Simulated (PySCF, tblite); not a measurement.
# C₅H₈NO₂ radical: geometry, infrared bands and EPR parameters

Wanted: the infrared bands and EPR parameters of C₅H₈NO₂ radical (`NC(=O)[C@@H]1C[CH]OC1`), by calculation.

Computed with tblite 0.8.0 and PySCF 2.14.0, with density-fitted response routines of our own, on a single molecule in the gas phase. Atoms count from 0, in the outputs and in this text.

## (1) The molecule as given

16 atoms, charge 0, multiplicity 2; geometry from: force field or distance geometry start.

Bonds of the start (Å): N0–C1 1.36, C1–O2 1.24, C1–C3 1.52, C3–C4 1.50, C4–C5 1.48, C5–O6 1.38, O6–C7 1.45, C7–C3 1.52, N0–H8 1.01, N0–H9 1.00, C3–H10 1.11, C4–H11 1.10, C4–H12 1.09, C5–H13 1.07, C7–H14 1.10, C7–H15 1.09.

## (2) Optimising the geometry with GFN2-xTB

What the job is given:

```
{"job": {"kind": "relax", "xc": "GFN2-xTB", "basis": "xTB"}, "charge": 0, "multiplicity": 2}
N      1.763300     0.143300    -0.890700
C      1.265600    -0.858900    -0.126100
O      1.925400    -1.901200     0.031300
C     -0.092000    -0.654200     0.516900
C     -1.199800    -0.543400    -0.490100
C     -1.401100     0.923200    -0.546900
O     -0.700700     1.639800     0.395500
C     -0.161600     0.648500     1.300900
H      1.264100     1.015800    -1.027000
H      2.652500     0.020400    -1.325600
H     -0.252100    -1.517600     1.193100
H     -2.121300    -1.027500    -0.148300
H     -0.938700    -0.944500    -1.468300
H     -1.948000     1.507900    -1.259700
H     -0.860700     0.567300     2.147300
H      0.797600     0.990000     1.686100
```

Command:

```console
> OMP_NUM_THREADS=1 python probes_run.py task.json out
```

This one command runs all jobs of the session in turn.

**Question.** This job is followed by: GFN2-xTB harmonic vibrations, gas phase; UKS B3LYP, pcH-1 on C H N O, non-relativistic, mean-field spin-orbit, GIAO. Predict these results of the whole session: strongest single infrared mode (GFN2-xTB); zero-point energy (GFN2-xTB); g(iso) (B3LYP); ⟨S²⟩; largest a(iso); surface potential, 1st and 99th percentile.

**Answer**, as computed:

```
                                 quantity                  value
strongest single infrared mode (GFN2-xTB)  1770 cm⁻¹, 569 km/mol
             zero-point energy (GFN2-xTB)          78.8 kcal/mol
                           g(iso) (B3LYP)                2.00340
                                     ⟨S²⟩     0.753 (exact 0.75)
                           largest a(iso)   13C on C5, 147.2 MHz
    surface potential, 1st and 99th percentile     -2.02 V and 1.60 V
```

In words: Over 79 steps the energy fell by 0.161 eV; of the close pairs, C3–C4 changed most, 1.501 to 1.536 Å. No mode is imaginary among the 42: a minimum at this level. The strongest single mode, at 1770 cm⁻¹, moves mainly C1 and O2. Unscaled tight-binding wavenumbers are off by several per cent, some by more. Its intensities can rank the bands wrongly. Most of the unpaired spin sits on C5 (0.84 e). The isotropic g lies 1.1 ppt above the free-electron value.
